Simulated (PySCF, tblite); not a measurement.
# C4H11NO3Si: geometry, infrared bands and NMR shifts

Aim: predict the infrared bands and NMR shifts of C4H11NO3Si (`C[C@@H](OC=O)O[Si@@H](C)N`).

The runs use tblite 0.8.0 and PySCF 2.14.0, with density-fitted response routines of our own; the level of theory stands in each step. All values are computed, except where a source is named. Atoms count from 0, in the outputs and in this text.

## 1. The molecule as given

20 atoms, charge 0, multiplicity 1; geometry from: force field or distance geometry start.

Bonds of the start (Å): C0–C1 1.53, C1–O2 1.45, O2–C3 1.34, C3–O4 1.22, C1–O5 1.42, O5–Si6 1.65, Si6–C7 1.85, Si6–N8 1.69, C0–H9 1.09, C0–H10 1.08, C0–H11 1.10, C1–H12 1.10, C3–H13 1.11, Si6–H14 1.47, C7–H15 1.09, C7–H16 1.09, C7–H17 1.10, N8–H18 1.01, N8–H19 1.02.

## 2. Geometry optimisation with GFN2-xTB

What the job is given:

```
{"job": {"kind": "relax", "xc": "GFN2-xTB", "basis": "xTB"}, "charge": 0, "multiplicity": 1}
C      2.010200     0.142700    -1.513700
C      0.907300    -0.263400    -0.536000
O      1.462700    -0.237200     0.805600
C      2.111200    -1.344800     1.174600
O      2.269600    -2.366700     0.529600
O     -0.141000     0.694700    -0.652700
Si    -1.658900     0.287100    -0.153500
C     -1.825000     0.058600     1.671100
N     -2.600600     1.572700    -0.704800
H      2.380400     1.141400    -1.262200
H      2.846800    -0.546800    -1.489500
H      1.603100     0.185800    -2.531300
H      0.542100    -1.269500    -0.781400
H      2.496200    -1.214600     2.204600
H     -2.100800    -0.902500    -0.892400
H     -1.235600    -0.791200     2.030800
H     -1.499900     0.944600     2.219100
H     -2.872100    -0.146700     1.948200
H     -2.512200     1.624400    -1.711600
H     -2.188400     2.442100    -0.357400
```

Run with:

```bash
$ OMP_NUM_THREADS=1 python probes_run.py task.json out
```

The driver reads the jobs from task.json and runs them one after another.

**Question.** This job is followed by: GFN2-xTB harmonic vibrations, gas phase; GIAO PBE0/pcSseg-1 NMR shielding, non-relativistic, gas phase. What will the session give for the following? strongest single infrared mode (GFN2-xTB); zero-point energy (GFN2-xTB); 13C shifts against TMS (PBE0/pcSseg-1); 1H shifts against TMS (PBE0/pcSseg-1, means over atoms taken as alike); 17O shifts against H2O (PBE0/pcSseg-1); 29Si shifts against TMS (PBE0/pcSseg-1); 15N shifts against NH3 (PBE0/pcSseg-1).

As calculated:

| quantity | value |
| --- | --- |
| strongest single infrared mode (GFN2-xTB) | 1791 cm⁻¹, 435 km/mol |
| zero-point energy (GFN2-xTB) | 95.9 kcal/mol |
| 13C shifts against TMS (PBE0/pcSseg-1) | 167.7, 90.6, 25.5, 3.9 ppm |
| 1H shifts against TMS (PBE0/pcSseg-1, means over atoms taken as alike) | 8.16, 6.58, 5.48, 1.51, 0.13, 0.07 ppm |
| 17O shifts against H2O (PBE0/pcSseg-1) | 440.5, 276.7, 100.4 ppm |
| 29Si shifts against TMS (PBE0/pcSseg-1) | -6.0 ppm |
| 15N shifts against NH3 (PBE0/pcSseg-1) | 17.4 ppm |

Relaxing lowered the energy by 0.439 eV in 225 steps; the close pair that moved most is C1–O5, from 1.425 to 1.364 Å. All 54 modes are real, so the xTB geometry is a minimum. The strongest single mode, at 1791 cm⁻¹, moves mainly C3 and O4. GFN2-xTB is a fitted tight-binding method: band positions and strengths are rough. Its intensities can rank the bands wrongly. At PBE0/pcSseg-1: The widest tensor belongs to O4: span 699 ppm, with a paramagnetic part of -509 ppm.
